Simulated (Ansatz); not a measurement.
Sc3Te:

```
Sc Te
1.0
     0.00000    3.56950    3.56950
     3.56950    0.00000    3.56950
     3.56950    3.56950    0.00000
Sc Te
3 1
Direct
  0.25000 0.25000 0.25000
  0.75000 0.75000 0.75000
  0.50000 0.50000 0.50000
  0.00000 0.00000 0.00000
```

The cell was built by a generator and needn't be a form met in nature.

| Item | Value |
| --- | --- |
| Program | Ansatz 0.2.0 |
| Task | single point |
| Functional | PBE |
| Potentials or basis | Ansatz PAW |
| Cutoff | 420 eV (not typed: the program's choice for these potentials) |
| k mesh | 7 × 7 × 7 |
| Occupations | fermi-dirac, width 0.05 eV |
| Spin | no spin polarisation |

On this cell: pressure 0.1 GPa; largest force zero by symmetry; band gap on the k mesh none (metal or under the smearing width).

The same run follows on a disturbed copy (atoms moved at random, drawn with an rms of 0.05 Å):

```
Sc Te
1.0
     0.00000    3.56950    3.56950
     3.56950    0.00000    3.56950
     3.56950    3.56950    0.00000
Sc Te
3 1
Direct
  0.25241 0.24580 0.25470
  0.75545 0.74981 0.74811
  0.49015 0.50047 0.50344
  0.00299 0.99755 0.98756
```

Question: What does the disturbed cell give?

Answer: The energy (extrapolated to zero smearing) moves by +2.9 meV/atom; pressure 0.2 GPa; largest force 0.232 eV/Å; band gap on the k mesh none (metal or under the smearing width).

Forces on the atoms (eV/Å):
```
Sc  -0.092 -0.165  0.015
Sc  -0.056 -0.119 -0.108
Sc   0.016  0.097  0.057
Te   0.133  0.187  0.036
```

Stress tensor (GPa, compression positive):
```
 0.17  0.06 -0.01
 0.06  0.17  0.04
-0.01  0.04  0.18
```
